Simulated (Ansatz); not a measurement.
# ZrHO (doublet): wave-function methods side by side, def2-SVP

An exercise on one series of results from a longer session: the logs are not shown, and one member is left open.

The runs use Ansatz 0.2.0, Gaussian basis; def2-SVP, core rule «outside noble gas», up to 5 orbitals frozen.

To be run: UHF; CCSD(T) on ROHF; CCSD(T) on UHF; CISD as a restricted active space (open shells left free, so some higher excitations enter); CCSDT(Q) on ROHF; CCSDT(Q) on UHF.

14 further runs of the same task are left out: 2 for a known fault of the program, 4 that didn't finish, 8 set aside as unsound or not needed. Runs told in other sessions of the task aren't counted.

## The system

The geometry is a PBE0/def2-TZVP stationary point (not a proven minimum). No spin-orbit coupling is included. Elements past krypton take def2 core potentials.

3 atoms, charge 0, spin multiplicity 2.

Atoms are counted from 1 here; the program's logs count them from 0.

Bond lengths: Zr1–O2 1.720 Å, Zr1–H3 1.858 Å. Angles: O2–Zr1–H3 103.4°.

Set-up of the first run:

in.yaml

```yaml
crystal:
  periodic: [false, false, false]
  atoms:
    - {symbol: Zr, position_ang: [0.000000, -0.035300, 0.248333]}
    - {symbol: O, position_ang: [0.000000, 0.091937, -1.467045]}
    - {symbol: H, position_ang: [0.000000, 1.735473, 0.811435]}
basis:
  gaussian: {orbitals: def2-SVP}
magnetization: {spin_polarized: true, initial_magnetization: 1}
hamiltonian: {xc: hf}
output: {orbitals: {seedname: orbitals}}
```

On the command line:

```console
$ ansatz run in.yaml --threads 1 --pin off --events-out ev --progress --plain --max-ram 2393MiB
```

Among the steps run: UHF; CCSD(T) on ROHF; CCSD(T) on UHF; CISD as a restricted active space (open shells left free, so some higher excitations enter); CCSDT(Q) on ROHF; CCSDT(Q) on UHF.

One of the session's tables, all rows but one given; the rest of the session is left out.

It belongs to the step «Misses and costs». 

| method | from RCCSDT(Q) (meV) |
| --- | --- |
| ROHF | +8421.9 |
| UHF | +8379.1 |
| RMP2 | +156.5 |
| UMP2 | ? |
| RCCSD | +434.3 |
| UCCSD | +415.3 |
| RCCSD(T) | -0.3 |
| UCCSD(T) | -17.9 |
| RCCSDT | -9.3 |
| UCCSDT | -27.5 |
| RCCSDT(Q) | 0 |
| UCCSDT(Q) | -61.2 |

Estimate the missing values for UMP2.

**Answer.** from RCCSDT(Q) (meV): +149.0. In the column «from RCCSDT(Q) (meV)» it lies between RCCSDT(Q) (0) and RMP2 (+156.5).

Not comparable, so not listed: CISD as a restricted active space (open shells left free, so some higher excitations enter) (they don't share determinant, frozen orbitals or solution with the rows shown, or repeat one).

With the free atoms at the same levels and basis (separate runs), the atomisation energy is 9.973 eV at RCCSDT(Q), 10.009 eV at RCCSD(T), 9.945 eV at UCCSD(T), 6.280 eV at ROHF.

Caveats from the session: Restricted and unrestricted rows rest on different reference determinants; a gap between their highest levels can come from leftover correlation error, from unlike frozen cores or from another state.
